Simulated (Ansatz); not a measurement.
Run this with Ansatz's Python interface and show what comes out.

`albfh5si.py`
```python
# -*- coding: utf-8 -*-
"""Rigid torsion scan of AlBFH5Si."""

import ansatz as az
from ase import Atoms


def main():
    atoms = Atoms(["F", "B", "Al", "Si", "H", "H", "H", "H", "H"], positions=[
        (1.3457, -1.3153, -1.2957),
        (0.476, -0.386, -0.5146),
        (0.3937, 1.6367, -0.9536),
        (-0.4976, -1.0744, 0.9528),
        (1.2923, 2.212, -2.1669),
        (-0.4804, 2.6249, -0.0583),
        (-1.9677, -0.8013, 0.7189),
        (-0.3279, -2.5205, 1.05),
        (-0.1458, -0.4226, 2.2504),
    ])

    # start the scan from a relaxed geometry
    first = (
        az.Crystal.molecule_from_ase(atoms).calculation()
        .basis(gaussian="cc-pVDZ")
        .functional("pbe", dispersion="d4")
        .relax(force_tolerance=0.02, max_steps=80)
    )
    atoms.positions = first.run(threads=1, backend="cpu").report["positions_ang"]

    start = atoms.get_dihedral(0, 1, 3, 6)
    energies = {}
    for turn in range(0, 121, 15):
        turned = atoms.copy()
        turned.set_dihedral(0, 1, 3, 6, start + turn, indices=[3, 6, 7, 8])
        calc = (
            az.Crystal.molecule_from_ase(turned).calculation()
            .basis(gaussian="cc-pVDZ")
            .functional("pbe", dispersion="d4")
        )
        energies[round((start + turn) % 360)] = calc.run(threads=1, backend="cpu").report["free_energy_ev"]
    floor = min(energies.values())
    print("dihedral F0-B1-Si3-H6 (deg)   E - E(min) (kcal/mol)")
    for angle, e in sorted(energies.items()):
        print(f"{angle:8d} {23.060548 * (e - floor):14.3f}  " + "#" * int(30 * (e - floor) / max(max(energies.values()) - floor, 1e-9)))


if __name__ == "__main__":
    main()
```

```console
$ python albfh5si.py
dihedral F0-B1-Si3-H6 (deg)   E - E(min) (kcal/mol)
     215          0.000
     230          0.031  #
     245          0.092  ###
     260          0.152  #####
     275          0.218  #######
     290          0.321  ###########
     305          0.480  #################
     320          0.669  ########################
     335          0.829  ##############################
```

The settings weren't tested for convergence. The scan is rigid and the energies are electronic, in a modest basis. With rigid groups the curve can differ much from the relaxed path, the start wasn't checked as a minimum of this torsion, and equivalent turns needn't return to the same energy. The whole script took 98 s on 1 thread of Arm Neoverse V1, with other jobs on the host, peak memory 0.23 GiB.
